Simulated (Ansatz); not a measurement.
# Li: the cost of one run

Program: Ansatz 0.2.0. Level of theory: DFT PBEsol, scalar-relativistic. These are calculated values, not measurements.

**1. The system as given**

Symmetry: R-3m, No. 166, trigonal system. The conventional cell has a = 3.101 Å, b = 3.101 Å, c = 22.765 Å, α = 90.00°, β = 90.00°, γ = 120.00°. Around Li (site symmetry -3m) lie 12 Li at 3.10 Å. Li (site symmetry 3m) is surrounded by 12 Li at 3.09 to 3.10 Å.

As a file:

```cif
data_structure
_symmetry_space_group_name_H-M 'P 1'
_symmetry_Int_Tables_number 1
_cell_length_a 7.7966
_cell_length_b 7.7966
_cell_length_c 7.7966
_cell_angle_alpha 22.941
_cell_angle_beta 22.941
_cell_angle_gamma 22.941
_cell_volume 63.19
loop_
_atom_site_label
_atom_site_type_symbol
_atom_site_fract_x
_atom_site_fract_y
_atom_site_fract_z
_atom_site_occupancy
Li1 Li 0.00000 0.00000 0.00000 1
Li2 Li 0.22200 0.22200 0.22200 1
Li3 Li 0.77800 0.77800 0.77800 1
```

Atoms are numbered in the order of the input: Li1, Li2, Li3.

**2. After the deformation**

Space group R-3m before, P-1 after.

**3. All-electron LAPW**

input.yaml reads:

```yaml
crystal:
  lattice:
    - [1.6777511806, 1.0322629797, 7.6249851994]
    - [-1.4232467508, 0.9857480107, 7.5784702304]
    - [0.0869690701, -1.6765374905, 7.5614445701]
  atoms:
    - { symbol: Li, position: [0.0, 0.0, 0.0] }
    - { symbol: Li, position: [0.222, 0.222, 0.222] }
    - { symbol: Li, position: [0.778, 0.778, 0.778] }
kpoints:
  mp_grid: { grid: [12, 12, 12] }
  band_path:
    path:
      - [0.0, 0.0, 0.0]
      - [-0.5, -0.5, -0.5]
      - [0.5, 0.0, 0.0]
      - [0.0, 0.0, 0.0]
      - [0.0, 0.0, 0.5]
      - [0.0, -0.5, 0.0]
      - [0.0, 0.0, 0.0]
      - [0.5, 0.0, 0.5]
      - [-0.5, -0.5, 0.0]
    npoints: 5
scf:
  occupations: { method: fermi_dirac, width: 0.05 }
hamiltonian:
  xc: pbesol
  pseudopotentials: { kind: all_electron, lapw: { basis_error: 0.001 } }
output:
  forces: true
  stress: true
  eigenvalues: true
```

Launch:

```
ansatz run input.yaml --threads 1 --pin off --max-ram 6144MiB --backend cpu --events-out ev --progress --plain --runs-dir out
```

**Question.** How long does this run take on 1 thread of Intel Xeon Platinum 8488C (Sapphire Rapids), shared host, and how much memory does it need?

About 22 s, with a peak of 0.52 GiB.
